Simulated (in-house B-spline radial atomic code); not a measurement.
# Zr⁺ in a hard spherical wall

What does confinement do to Zr⁺? The free system is solved first, then the same system inside hard walls. More than one configuration is followed.

Program: in-house B-spline radial atomic code version 1. Level of theory: scalar-relativistic (spin-free one-electron X2C) PBE, spherical fractional occupations, Fermi nucleus, basis-set limit. These are calculated values, not measurements, unless marked.

## 1. What is computed

| Item | Value |
| --- | --- |
| element | zirconium (Z = 40) |
| charge | +1 |
| electrons | 39 |
| configuration | [Kr] 4d2 5s1 |
| Hamiltonian | scalar-relativistic (X2C) |
| nucleus | Fermi, rms radius 4.269 fm |

Outer shells as boxes (Hund's rule):

[Kr] 4d2 5s1
```
[Kr] core
4d [↑ ][↑ ][  ][  ][  ]
5s [↑ ]
```

The boxes only draw the filling; these runs are spin-restricted and spherical.

## 2. The free system

Settings of the run:

```ini
Z = 40
electrons = 39.0
configuration = [Kr] 4d2 5s1
hamiltonian = x2c
method = pbe,pbe
spin_polarised = False
nucleus = fermi
rms_radius = 4.2694
mass_number = 90
atomic_mass = 89.904698755
speed_of_light = 137.035999084
```

The program writes no log. Results of the run, from its result record (rounded, main fields):

```text
{
  "status": "converged",
  "scf [iteration, energy, orbital gradient]": [
    [1, -3595.36398592, 0.407],
    [2, -3596.30036788, 0.18],
    [3, -3597.56831572, 0.0219],
    [4, -3597.59887477, 0.00516],
    [5, -3597.60033238, 0.00255],
    [6, -3597.60067583, 0.00102],
    [7, -3597.60070742, 0.00034],
    [8, -3597.60071375, 1.09e-05],
    [9, -3597.60071376, 3.06e-07]
  ],
  "energy [hartree]": {"total": -3597.60071376, "kinetic": 3717.69242366, "nuclear": -8673.40448114, "coulomb": 1472.53018135, "xc": -114.41883762},
  "orbitals [hartree, bohr; first row names the columns]": [
    ["name", "occ", "eps", "<r>", "<r^2>", "<1/r>", "r_max"],
    ["1s", 2.0, -654.38718, 0.036593, 0.0018169, 42.498, 0.023581],
    ["2s", 2.0, -90.895208, 0.16223, 0.031092, 9.4713, 0.13691],
    ["2p", 6.0, -81.098651, 0.14153, 0.024502, 9.0365, 0.10927],
    ["3s", 2.0, -15.104775, 0.45836, 0.24104, 3.1827, 0.4084],
    ["3p", 6.0, -11.910552, 0.46202, 0.24889, 2.9888, 0.40241],
    ["3d", 10.0, -6.6618253, 0.45258, 0.24781, 2.7398, 0.34751],
    ["4s", 2.0, -2.2465244, 1.2135, 1.6704, 1.1223, 1.079],
    ["4p", 6.0, -1.4379036, 1.3679, 2.1474, 0.97795, 1.1804],
    ["4d", 2.0, -0.3669551, 2.1364, 5.5494, 0.62715, 1.5825],
    ["5s", 1.0, -0.36528823, 3.429, 13.276, 0.3741, 3.0013]
  ],
  "sum_r [bohr^k]": {"-1": 219.5937, "1": 27.79778, "2": 45.26597}
}
```

Wall time 0.16 s (1 thread, shared host).

## 3. Wall at 8.62 bohr, configuration [Kr] 4d2 5s1

Changes to the settings of step 2:

```diff
@@ -11 +11,2 @@
 speed_of_light = 137.035999084
+wall_radius = 8.62
```

Main fields:

```text
{
  "status": "converged",
  "iterations": 9,
  "energy [hartree]": {"total": -3597.59967046, "kinetic": 3717.70367093, "nuclear": -8673.499899, "coulomb": 1472.61771636, "xc": -114.421158755},
  "orbitals [hartree, bohr; first row names the columns]": [
    ["name", "occ", "eps", "<r>"],
    ["1s", 2.0, -654.38485, 0.036593],
    ["2s", 2.0, -90.892894, 0.16223],
    ["2p", 6.0, -81.096336, 0.14153],
    ["3s", 2.0, -15.10248, 0.45836],
    ["3p", 6.0, -11.908257, 0.46202],
    ["3d", 10.0, -6.6595313, 0.45258],
    ["4s", 2.0, -2.2443219, 1.2135],
    ["4p", 6.0, -1.4357409, 1.368],
    ["4d", 2.0, -0.36504568, 2.1333],
    ["5s", 1.0, -0.36317632, 3.3916]
  ],
  "sum_r [bohr^k]": {"-1": 219.5961, "1": 27.75489, "2": 44.82597},
  "energy_minus_base [hartree]": 0.0010432958
}
```

It took 0.05 s on 1 thread, shared host.

energy_minus_base is the energy less that of the reference run.

## 4. Wall at 4.28 bohr, configuration [Kr] 4d2 5s1

Changes to the settings of step 3:

```diff
@@ -11,2 +11,2 @@
 speed_of_light = 137.035999084
-wall_radius = 8.62
+wall_radius = 4.28
```

Main fields:

```text
{
  "status": "converged",
  "iterations": 9,
  "energy [hartree]": {"total": -3597.32707077, "kinetic": 3718.94849856, "nuclear": -8680.11158356, "coulomb": 1478.44854814, "xc": -114.612533906},
  "orbitals [hartree, bohr; first row names the columns]": [
    ["name", "occ", "eps", "<r>"],
    ["1s", 2.0, -654.22294, 0.036593],
    ["2s", 2.0, -90.731395, 0.16224],
    ["2p", 6.0, -80.93476, 0.14153],
    ["3s", 2.0, -14.945568, 0.45841],
    ["3p", 6.0, -11.751447, 0.46211],
    ["3d", 10.0, -6.5025432, 0.45276],
    ["4s", 2.0, -2.1067255, 1.2194],
    ["4p", 6.0, -1.3044829, 1.3778],
    ["4d", 2.0, -0.22726097, 1.8904],
    ["5s", 1.0, -0.10391031, 2.5332]
  ],
  "sum_r [bohr^k]": {"-1": 219.7618, "1": 26.48355, "2": 36.24175},
  "energy_minus_base [hartree]": 0.273642983
}
```

It took 0.09 s on 1 thread, shared host.

## 5. Wall at 2.8 bohr, configuration [Kr] 4d2 5s1

Changes to the settings of step 4:

```diff
@@ -11,2 +11,2 @@
 speed_of_light = 137.035999084
-wall_radius = 4.28
+wall_radius = 2.8
```

Main fields:

```text
{
  "status": "converged",
  "iterations": 9,
  "energy [hartree]": {"total": -3595.13537325, "kinetic": 3727.48457423, "nuclear": -8705.90347916, "coulomb": 1498.69149224, "xc": -115.407960563},
  "orbitals [hartree, bohr; first row names the columns]": [
    ["name", "occ", "eps", "<r>"],
    ["1s", 2.0, -653.59439, 0.036593],
    ["2s", 2.0, -90.124114, 0.16225],
    ["2p", 6.0, -80.324533, 0.14155],
    ["3s", 2.0, -14.381799, 0.45895],
    ["3p", 6.0, -11.188536, 0.46288],
    ["3d", 10.0, -5.9391509, 0.4545],
    ["4s", 2.0, -1.6907725, 1.2149],
    ["4p", 6.0, -0.88227089, 1.3211],
    ["4d", 2.0, 0.337914, 1.5045],
    ["5s", 1.0, 1.2979259, 1.7173]
  ],
  "sum_r [bohr^k]": {"-1": 220.408, "1": 24.57013, "2": 28.0087},
  "energy_minus_base [hartree]": 2.4653405
}
```

It took 0.05 s on 1 thread, shared host.

## 6. Wall at 1.48 bohr, configuration [Kr] 4d2 5s1

Changes to the settings of step 5:

```diff
@@ -11,2 +11,2 @@
 speed_of_light = 137.035999084
-wall_radius = 2.8
+wall_radius = 1.48
```

Main fields:

```text
{
  "status": "converged",
  "iterations": 8,
  "energy [hartree]": {"total": -3553.93696347, "kinetic": 3851.66749428, "nuclear": -8915.58479173, "coulomb": 1631.39988969, "xc": -121.419555712},
  "orbitals [hartree, bohr; first row names the columns]": [
    ["name", "occ", "eps", "<r>"],
    ["1s", 2.0, -648.57733, 0.0366],
    ["2s", 2.0, -85.660771, 0.16255],
    ["2p", 6.0, -75.78725, 0.14189],
    ["3s", 2.0, -10.751609, 0.46844],
    ["3p", 6.0, -7.5722006, 0.47561],
    ["3d", 10.0, -2.3057735, 0.47453],
    ["4s", 2.0, 2.4222564, 0.89313],
    ["4p", 6.0, 3.694815, 0.89171],
    ["4d", 2.0, 5.761053, 0.86907],
    ["5s", 1.0, 15.211011, 0.86646]
  ],
  "sum_r [bohr^k]": {"-1": 225.6644, "1": 19.52655, "2": 14.69181},
  "energy_minus_base [hartree]": 43.6637503
}
```

Wall time 0.06 s (1 thread, shared host).

## 7. Wall at 8.62 bohr, configuration [Ar] 3d10 4s2 4p5 4d2 4f1 5s1

Settings of the run:

```ini
Z = 40
electrons = 39.0
configuration = [Ar] 3d10 4s2 4p5 4d2 4f1 5s1
hamiltonian = x2c
method = pbe,pbe
spin_polarised = False
nucleus = fermi
rms_radius = 4.2694
mass_number = 90
atomic_mass = 89.904698755
speed_of_light = 137.035999084
wall_radius = 8.62
```

Main fields:

```text
{
  "status": "converged",
  "iterations": 10,
  "energy [hartree]": {"total": -3596.01631141, "kinetic": 3716.30112148, "nuclear": -8658.25999186, "coulomb": 1459.95540538, "xc": -114.012846404},
  "orbitals [hartree, bohr; first row names the columns]": [
    ["name", "occ", "eps", "<r>"],
    ["1s", 2.0, -654.76588, 0.036592],
    ["2s", 2.0, -91.254658, 0.16223],
    ["2p", 6.0, -81.460341, 0.14152],
    ["3s", 2.0, -15.453276, 0.45822],
    ["3p", 6.0, -12.258889, 0.46181],
    ["3d", 10.0, -7.0093958, 0.45209],
    ["4s", 2.0, -2.5288823, 1.1973],
    ["4p", 5.0, -1.7021777, 1.3356],
    ["4d", 2.0, -0.56327665, 1.8847],
    ["4f", 1.0, -0.011498504, 4.8434],
    ["5s", 1.0, -0.46560045, 3.157]
  ],
  "sum_r [bohr^k]": {"-1": 219.2155, "1": 30.29736, "2": 63.13934},
  "energy_minus_base [hartree]": 1.58440235
}
```

It took 0.07 s on 1 thread, shared host.

## 8. Wall at 4.28 bohr, configuration [Ar] 3d10 4s2 4p5 4d2 4f1 5s1

Changes to the settings of step 7:

```diff
@@ -11,2 +11,2 @@
 speed_of_light = 137.035999084
-wall_radius = 8.62
+wall_radius = 4.28
```

Main fields:

```text
{
  "status": "converged",
  "iterations": 9,
  "energy [hartree]": {"total": -3595.43070758, "kinetic": 3717.88216486, "nuclear": -8669.00546063, "coulomb": 1470.0023526, "xc": -114.309764409},
  "orbitals [hartree, bohr; first row names the columns]": [
    ["name", "occ", "eps", "<r>"],
    ["1s", 2.0, -654.49986, 0.036592],
    ["2s", 2.0, -90.987669, 0.16223],
    ["2p", 6.0, -81.193588, 0.14152],
    ["3s", 2.0, -15.184614, 0.45822],
    ["3p", 6.0, -11.990286, 0.46181],
    ["3d", 10.0, -6.7409412, 0.45211],
    ["4s", 2.0, -2.2711039, 1.2039],
    ["4p", 5.0, -1.4519047, 1.3499],
    ["4d", 2.0, -0.33022251, 1.8219],
    ["4f", 1.0, 0.48887071, 2.4982],
    ["5s", 1.0, -0.16637671, 2.513]
  ],
  "sum_r [bohr^k]": {"-1": 219.4845, "1": 27.26758, "2": 39.56797},
  "energy_minus_base [hartree]": 2.17000618
}
```

Run time: 0.06 s. Hardware: 1 thread, shared host.

## 9. Wall at 2.8 bohr, configuration [Ar] 3d10 4s2 4p5 4d2 4f1 5s1

Changes to the settings of step 8:

```diff
@@ -11,2 +11,2 @@
 speed_of_light = 137.035999084
-wall_radius = 4.28
+wall_radius = 2.8
```

Main fields:

```text
{
  "status": "converged",
  "iterations": 9,
  "energy [hartree]": {"total": -3592.69270207, "kinetic": 3726.777547, "nuclear": -8698.03271343, "coulomb": 1493.77812791, "xc": -115.215663545},
  "orbitals [hartree, bohr; first row names the columns]": [
    ["name", "occ", "eps", "<r>"],
    ["1s", 2.0, -653.78862, 0.036593],
    ["2s", 2.0, -90.290221, 0.16224],
    ["2p", 6.0, -80.494292, 0.14153],
    ["3s", 2.0, -14.51875, 0.45867],
    ["3p", 6.0, -11.325341, 0.46248],
    ["3d", 10.0, -6.0761025, 0.45364],
    ["4s", 2.0, -1.7605096, 1.2078],
    ["4p", 5.0, -0.944513, 1.3127],
    ["4d", 2.0, 0.28711497, 1.4954],
    ["4f", 1.0, 1.5085962, 1.66],
    ["5s", 1.0, 1.2524223, 1.7183]
  ],
  "sum_r [bohr^k]": {"-1": 220.2115, "1": 24.82378, "2": 28.7881},
  "energy_minus_base [hartree]": 4.90801169
}
```

It took 0.06 s on 1 thread, shared host.

## 10. Wall at 1.48 bohr, configuration [Ar] 3d10 4s2 4p5 4d2 4f1 5s1

Changes to the settings of step 9:

```diff
@@ -11,2 +11,2 @@
 speed_of_light = 137.035999084
-wall_radius = 2.8
+wall_radius = 1.48
```

Main fields:

```text
{
  "status": "converged",
  "iterations": 8,
  "energy [hartree]": {"total": -3550.48485512, "kinetic": 3846.92039976, "nuclear": -8905.16321444, "coulomb": 1628.97560017, "xc": -121.217640604},
  "orbitals [hartree, bohr; first row names the columns]": [
    ["name", "occ", "eps", "<r>"],
    ["1s", 2.0, -648.82477, 0.036599],
    ["2s", 2.0, -85.804954, 0.1625],
    ["2p", 6.0, -75.945476, 0.14183],
    ["3s", 2.0, -10.782099, 0.46781],
    ["3p", 6.0, -7.6035102, 0.47475],
    ["3d", 10.0, -2.3401848, 0.47294],
    ["4s", 2.0, 2.4212144, 0.89315],
    ["4p", 5.0, 3.6916112, 0.89184],
    ["4d", 2.0, 5.7532588, 0.86967],
    ["4f", 1.0, 7.1494118, 0.9159],
    ["5s", 1.0, 15.200809, 0.86651]
  ],
  "sum_r [bohr^k]": {"-1": 225.4043, "1": 19.5299, "2": 14.67199},
  "energy_minus_base [hartree]": 47.1158586
}
```

It took 0.05 s on 1 thread, shared host.

## 11. Wall at 8.62 bohr, configuration [Kr] 4d2 4f1

Settings of the run:

```ini
Z = 40
electrons = 39.0
configuration = [Kr] 4d2 4f1
hamiltonian = x2c
method = pbe,pbe
spin_polarised = False
nucleus = fermi
rms_radius = 4.2694
mass_number = 90
atomic_mass = 89.904698755
speed_of_light = 137.035999084
wall_radius = 8.62
```

Main fields:

```text
{
  "status": "converged",
  "iterations": 10,
  "energy [hartree]": {"total": -3597.19171645, "kinetic": 3717.51142861, "nuclear": -8669.47126191, "coulomb": 1469.11519326, "xc": -114.347076417},
  "orbitals [hartree, bohr; first row names the columns]": [
    ["name", "occ", "eps", "<r>"],
    ["1s", 2.0, -654.48127, 0.036593],
    ["2s", 2.0, -90.986152, 0.16223],
    ["2p", 6.0, -81.189813, 0.14153],
    ["3s", 2.0, -15.194791, 0.45834],
    ["3p", 6.0, -12.000513, 0.46199],
    ["3d", 10.0, -6.7516271, 0.45252],
    ["4s", 2.0, -2.3318277, 1.2124],
    ["4p", 6.0, -1.5218904, 1.3637],
    ["4d", 2.0, -0.43714851, 2.0518],
    ["4f", 1.0, 0.0012229129, 5.1103]
  ],
  "sum_r [bohr^k]": {"-1": 219.495, "1": 29.28172, "2": 58.80427},
  "energy_minus_base [hartree]": 0.408997302
}
```

Run time: 0.08 s. Hardware: 1 thread, shared host.

## 12. Wall at 4.28 bohr, configuration [Kr] 4d2 4f1

Changes to the settings of step 11:

```diff
@@ -11,2 +11,2 @@
 speed_of_light = 137.035999084
-wall_radius = 8.62
+wall_radius = 4.28
```

Main fields:

```text
{
  "status": "converged",
  "iterations": 9,
  "energy [hartree]": {"total": -3596.67498684, "kinetic": 3718.40622722, "nuclear": -8678.2397683, "coulomb": 1477.74453048, "xc": -114.58597623},
  "orbitals [hartree, bohr; first row names the columns]": [
    ["name", "occ", "eps", "<r>"],
    ["1s", 2.0, -654.26076, 0.036593],
    ["2s", 2.0, -90.761126, 0.16223],
    ["2p", 6.0, -80.965294, 0.14153],
    ["3s", 2.0, -14.966974, 0.45831],
    ["3p", 6.0, -11.772688, 0.46196],
    ["3d", 10.0, -6.523751, 0.45246],
    ["4s", 2.0, -2.1078762, 1.2182],
    ["4p", 6.0, -1.3044918, 1.3759],
    ["4d", 2.0, -0.22480905, 1.887],
    ["4f", 1.0, 0.55215167, 2.5457]
  ],
  "sum_r [bohr^k]": {"-1": 219.7142, "1": 26.47171, "2": 36.12245},
  "energy_minus_base [hartree]": 0.925726919
}
```

Wall time 0.06 s (1 thread, shared host).

## 13. Wall at 2.8 bohr, configuration [Kr] 4d2 4f1

Changes to the settings of step 12:

```diff
@@ -11,2 +11,2 @@
 speed_of_light = 137.035999084
-wall_radius = 4.28
+wall_radius = 2.8
```

Main fields:

```text
{
  "status": "converged",
  "iterations": 9,
  "energy [hartree]": {"total": -3594.88307208, "kinetic": 3724.15329496, "nuclear": -8701.30880953, "coulomb": 1497.64994377, "xc": -115.377501275},
  "orbitals [hartree, bohr; first row names the columns]": [
    ["name", "occ", "eps", "<r>"],
    ["1s", 2.0, -653.68118, 0.036593],
    ["2s", 2.0, -90.183575, 0.16224],
    ["2p", 6.0, -80.386837, 0.14153],
    ["3s", 2.0, -14.412016, 0.45863],
    ["3p", 6.0, -11.218358, 0.46243],
    ["3d", 10.0, -5.9692433, 0.45361],
    ["4s", 2.0, -1.6755052, 1.2139],
    ["4p", 6.0, -0.86632252, 1.3198],
    ["4d", 2.0, 0.35494734, 1.5029],
    ["4f", 1.0, 1.5701187, 1.667]
  ],
  "sum_r [bohr^k]": {"-1": 220.2906, "1": 24.49425, "2": 27.6045},
  "energy_minus_base [hartree]": 2.71764168
}
```

It took 0.06 s on 1 thread, shared host.

## 14. Wall at 1.48 bohr, configuration [Kr] 4d2 4f1

Changes to the settings of step 13:

```diff
@@ -11,2 +11,2 @@
 speed_of_light = 137.035999084
-wall_radius = 2.8
+wall_radius = 1.48
```

Main fields:

```text
{
  "status": "converged",
  "iterations": 8,
  "energy [hartree]": {"total": -3562.00140025, "kinetic": 3827.13147867, "nuclear": -8895.19669664, "coulomb": 1627.26862474, "xc": -121.204807024},
  "orbitals [hartree, bohr; first row names the columns]": [
    ["name", "occ", "eps", "<r>"],
    ["1s", 2.0, -648.94878, 0.036598],
    ["2s", 2.0, -85.886835, 0.16248],
    ["2p", 6.0, -76.029353, 0.14181],
    ["3s", 2.0, -10.824126, 0.4673],
    ["3p", 6.0, -7.6441988, 0.47407],
    ["3d", 10.0, -2.3807199, 0.47173],
    ["4s", 2.0, 2.4176086, 0.89289],
    ["4p", 6.0, 3.6873882, 0.89165],
    ["4d", 2.0, 5.7470412, 0.86984],
    ["4f", 1.0, 7.1519799, 0.91522]
  ],
  "sum_r [bohr^k]": {"-1": 225.1427, "1": 19.53595, "2": 14.64536},
  "energy_minus_base [hartree]": 35.5993135
}
```

Wall time 0.05 s (1 thread, shared host).

## 15. Results against the radius

| configuration | radius (bohr) | energy above the free system (eV) | highest level (eV) |
| --- | --- | --- | --- |
| [Kr] 4d2 5s1 | 8.62 | 0.0284 | -9.883 (5s) |
| [Kr] 4d2 5s1 | 4.28 | 7.446 | -2.828 (5s) |
| [Kr] 4d2 5s1 | 2.8 | 67.085 | 35.318 (5s) |
| [Kr] 4d2 5s1 | 1.48 | 1188.15 | 413.91 (5s) |
| [Ar] 3d10 4s2 4p5 4d2 4f1 5s1 | 8.62 | 43.114 | -0.313 (4f) |
| [Ar] 3d10 4s2 4p5 4d2 4f1 5s1 | 4.28 | 59.049 | 13.303 (4f) |
| [Ar] 3d10 4s2 4p5 4d2 4f1 5s1 | 2.8 | 133.55 | 41.051 (4f) |
| [Ar] 3d10 4s2 4p5 4d2 4f1 5s1 | 1.48 | 1282.09 | 413.64 (5s) |
| [Kr] 4d2 4f1 | 8.62 | 11.129 | 0.0333 (4f) |
| [Kr] 4d2 4f1 | 4.28 | 25.190 | 15.025 (4f) |
| [Kr] 4d2 4f1 | 2.8 | 73.951 | 42.725 (4f) |
| [Kr] 4d2 4f1 | 1.48 | 968.71 | 194.62 (4f) |

What this shows: For [Kr] 4d2 5s1 the energy above the free reference is 0.0284 eV at 8.62 bohr and 1188.15 eV at 1.48 bohr. Its highest level passes zero between 4.28 and 2.8 bohr; in smaller spheres the level is positive, pushed up by confinement, and the wall keeps the electron in. Of [Kr] 4d2 5s1 and [Ar] 3d10 4s2 4p5 4d2 4f1 5s1, the first stays lower at every radius that both share. At 1.48 bohr the lowest of all 3 is [Kr] 4d2 4f1. A hard wall is a crude model of an atom's surroundings.
